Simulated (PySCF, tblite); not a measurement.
# C5H4F3O2 radical: geometry, infrared bands and EPR parameters

Aim: predict the infrared bands and EPR parameters of C5H4F3O2 radical (`C[C@@H](C([O])=O)C(F)=C(F)F`).

Programs: tblite 0.8.0 and PySCF 2.14.0, with density-fitted response routines of our own. Each step states its level of theory. These are calculated values for one molecule in the gas phase, unless marked as measured. Atoms are numbered from 0 throughout.

### 1 The starting structure

14 atoms, charge 0, multiplicity 2; geometry from: force field or distance geometry start.

Bonds of the start (Å): C0–C1 1.50, C1–C2 1.49, C2–O3 1.41, C2–O4 1.26, C1–C5 1.48, C5–F6 1.37, C5–C7 1.33, C7–F8 1.35, C7–F9 1.36, C0–H10 1.14, C0–H11 1.10, C0–H12 1.12, C1–H13 1.10.

### 2 Relaxing the molecule with GFN2-xTB

The job: settings as JSON, then the geometry in Å.

```
{"job": {"kind": "relax", "xc": "GFN2-xTB", "basis": "xTB"}, "charge": 0, "multiplicity": 2}
C     -0.909100    -1.069900     0.049900
C     -0.494600     0.331500    -0.290100
C     -0.956300     1.214200     0.820600
O     -0.712200     2.600200     0.775900
O     -1.596600     0.671400     1.762400
C      0.963400     0.498900    -0.493500
F      1.399900     1.745800    -0.837300
C      1.865000    -0.464600    -0.362400
F      1.592100    -1.742500    -0.035000
F      3.159800    -0.133700    -0.593500
H     -2.046600    -1.076200    -0.001900
H     -0.613200    -1.820000    -0.701400
H     -0.625800    -1.395400     1.083300
H     -1.026700     0.639800    -1.199200
```

Started as:

```
> OMP_NUM_THREADS=1 python probes_run.py task.json out
```

The driver reads the jobs from task.json and runs them one after another.

**Question.** This job is followed by: GFN2-xTB harmonic vibrations, gas phase; UKS B3LYP, pcH-1 on C F H O, non-relativistic, mean-field spin-orbit, GIAO. Predict these results of the whole session: strongest single infrared mode (GFN2-xTB); zero-point energy (GFN2-xTB); g(iso) (B3LYP); ⟨S²⟩; largest a(iso); surface potential, 1st and 99th percentile.

The runs gave:

```
                                 quantity                   value
strongest single infrared mode (GFN2-xTB)  2593 cm⁻¹, 1072 km/mol
             zero-point energy (GFN2-xTB)           51.4 kcal/mol
                           g(iso) (B3LYP)                 2.00334
                                     ⟨S²⟩      0.777 (exact 0.75)
                           largest a(iso)     19F on F8, 93.3 MHz
    surface potential, 1st and 99th percentile      -0.80 V and 1.43 V
```

In words: The optimisation took 296 steps and gained 2.965 eV; among the close pairs (by a distance rule), C1–C2 changed most, from 1.492 to 4.585 Å. No mode is imaginary among the 36: a minimum at this level. The strongest single mode, at 2593 cm⁻¹, moves mainly C2. Unscaled tight-binding wavenumbers are off by several per cent, some by more. Its intensities can rank the bands wrongly. The structure rearranged or came apart on optimisation; the results belong to the end geometry, not to the formula as drawn. The largest spin populations lie on C1 (0.67 e), C7 (0.52 e). The isotropic g lies 1.0 ppt above the free-electron value.
